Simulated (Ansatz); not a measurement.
# BHLYP/6-31G(d) (spherical functions) run of CH7GaSi (SMILES [CH3][GaH][SiH3])

What is the vertical singlet–triplet gap of CH7GaSi at BHLYP/6-31G* (spherical functions)? 

The calculation is run with Ansatz 0.2.0.

71 further runs of the same task are left out: 71 set aside as unsound or not needed.

**1. The system as given**

CH7GaSi: 10 atoms, total charge 0, spin state singlet. As SMILES, `[CH3][GaH][SiH3]`. The shape is that of a PBE0-D4/def2-TZVP optimisation.

Bond lengths: C1–Ga2 1.971 Å, Ga2–Si3 2.419 Å, C1–H4 1.090 Å, C1–H5 1.094 Å, C1–H6 1.093 Å, Ga2–H7 1.578 Å, Si3–H8 1.492 Å, Si3–H9 1.489 Å, Si3–H10 1.492 Å. Some angles: C1–Ga2–Si3 120.8°, C1–Ga2–H7 118.1°, Si3–Ga2–H7 121.0°, Ga2–C1–H4 113.1°, Ga2–C1–H5 109.2°, Ga2–C1–H6 110.1°, Ga2–Si3–H8 110.2°, Ga2–Si3–H9 114.2°, Ga2–Si3–H10 110.2°, H4–C1–H5 108.5°.

**2. The energy at BHLYP/6-31G(d) (spherical functions)**

Contents of input.yaml:

```yaml
crystal:
  periodic: [false, false, false]
  atoms:
    - {symbol: C, position_ang: [-1.123300, 1.394100, -0.619200]}
    - {symbol: Ga, position_ang: [0.561500, 0.659300, 0.093300]}
    - {symbol: Si, position_ang: [0.786700, -1.705300, 0.550700]}
    - {symbol: H, position_ang: [-1.924300, 0.656600, -0.670400]}
    - {symbol: H, position_ang: [-0.947000, 1.785400, -1.626000]}
    - {symbol: H, position_ang: [-1.454200, 2.236500, -0.005700]}
    - {symbol: H, position_ang: [1.759600, 1.654600, 0.346000]}
    - {symbol: H, position_ang: [0.531000, -2.496200, -0.688800]}
    - {symbol: H, position_ang: [2.125000, -2.100900, 1.069700]}
    - {symbol: H, position_ang: [-0.231700, -2.135100, 1.553300]}
basis:
  gaussian:
    orbitals: 6-31G_st_-spherical.json
hamiltonian:
  xc: {name: BHLYP}
accuracy: high
output: {orbitals: {seedname: orbitals}}
```

The basis set 6-31G* is read from a file made from the Basis Set Exchange's data (not shown).

Command:

```bash
$ ansatz run input.yaml --threads 1 --pin off --max-ram 3480MiB --events-out events.jsonl --progress --plain --runs-dir runs
```

The program printed:

```text
Warning: RAYON_NUM_THREADS=1 ignored (pool sized by the plan → 1); use --threads N
Functional definition: BHLYP
  name "BHLYP"
  parameter a = 0.5
  exchange = (1 - a)*b88_x + a*exact_x
  correlation = lyp_c
1761 factors; integrals over basis functions are off by at most 7.4e-9 eV
mean field evaluation 1: about -61393.4552 eV, gradient 3.5e1 eV
mean field evaluation 2: about -61393.9519 eV, gradient 3.2e1 eV
mean field evaluation 4: about -61396.3461 eV, gradient 1.1e0 eV
mean field evaluation 8: about -61396.6870 eV, gradient 1.7e-1 eV
mean field evaluation 16: about -61396.6872 eV, gradient 1.9e-5 eV
mean field -61396.68719799 eV, -2256.2866383568 hartree, gradient 7.8e-8 eV, S^2 0.000000; 0 other end points of the search recorded, 0 dependent functions left out
reference -61396.68723019 eV, -2256.2866395402 hartree; 29, 29 occupied and 49, 49 virtual orbitals, 1761 factors
Total energy: -61396.68723019 eV, -2256.2866395402 hartree
```

Run time: 11 s. Hardware: 1 thread of Arm Neoverse V1, shared host; peak memory 0.27 GiB.

**3. The triplet, same level**

Contents of run.yaml:

```yaml
crystal:
  periodic: [false, false, false]
  atoms:
    - symbol: C
      position_ang: [-1.123300, 1.394100, -0.619200]
    - symbol: Ga
      position_ang: [0.561500, 0.659300, 0.093300]
    - symbol: Si
      position_ang: [0.786700, -1.705300, 0.550700]
    - symbol: H
      position_ang: [-1.924300, 0.656600, -0.670400]
    - symbol: H
      position_ang: [-0.947000, 1.785400, -1.626000]
    - symbol: H
      position_ang: [-1.454200, 2.236500, -0.005700]
    - symbol: H
      position_ang: [1.759600, 1.654600, 0.346000]
    - symbol: H
      position_ang: [0.531000, -2.496200, -0.688800]
    - symbol: H
      position_ang: [2.125000, -2.100900, 1.069700]
    - symbol: H
      position_ang: [-0.231700, -2.135100, 1.553300]
basis:
  gaussian:
    orbitals: 6-31G_st_-spherical.json
magnetization:
  spin_polarized: true
  initial_magnetization: 2
hamiltonian:
  xc: {name: BHLYP}
accuracy: high
output: {orbitals: {seedname: orbitals}}
```

The basis set 6-31G* is read from a file made from the Basis Set Exchange's data (not shown).

Command:

```bash
$ ansatz run run.yaml --threads 1 --pin off --max-ram 3480MiB --events-out events.jsonl --progress --plain --runs-dir runs
```

The program printed:

```text
Warning: RAYON_NUM_THREADS=1 ignored (pool sized by the plan → 1); use --threads N
[... 5 set-up lines as earlier in the session ...]
1761 factors; integrals over basis functions are off by at most 7.4e-9 eV
mean field evaluation 1: about -61389.6822 eV, gradient 2.4e1 eV
mean field evaluation 2: about -61388.9640 eV, gradient 2.6e1 eV
mean field evaluation 4: about -61392.6625 eV, gradient 6.1e-1 eV
mean field evaluation 8: about -61392.7351 eV, gradient 1.6e-1 eV
mean field evaluation 16: about -61392.7369 eV, gradient 7.7e-3 eV
mean field evaluation 32: about -61392.7369 eV, gradient 1.7e-7 eV
mean field -61392.73693840 eV, -2256.1414689944 hartree, gradient 4.4e-8 eV, S^2 2.004259; 2 other end points of the search recorded, 0 dependent functions left out
reference -61392.73697104 eV, -2256.1414701941 hartree; 30, 28 occupied and 48, 50 virtual orbitals, 1761 factors
Total energy: -61392.73697104 eV, -2256.1414701941 hartree
```

Wall time 22 s (1 thread of Arm Neoverse V1, shared host); peak memory 0.42 GiB.

**4. Results**

At BHLYP/6-31G* (spherical functions):

| quantity | value |
| --- | --- |
| singlet: total energy | -2256.28664 Eh |
| singlet: HOMO energy | -8.21 eV |
| singlet: LUMO energy | -0.91 eV |
| singlet: HOMO–LUMO gap | 7.30 eV |
| triplet: total energy | -2256.14147 Eh |
| triplet: HOMO energy (highest over α and β) | -4.24 eV |
| triplet: ⟨S²⟩ | 2.004 |
| vertical energy of the triplet above the singlet | 3.950 eV |

What this shows: At this shape the triplet lies 3.95 eV (381 kJ/mol) above the singlet.
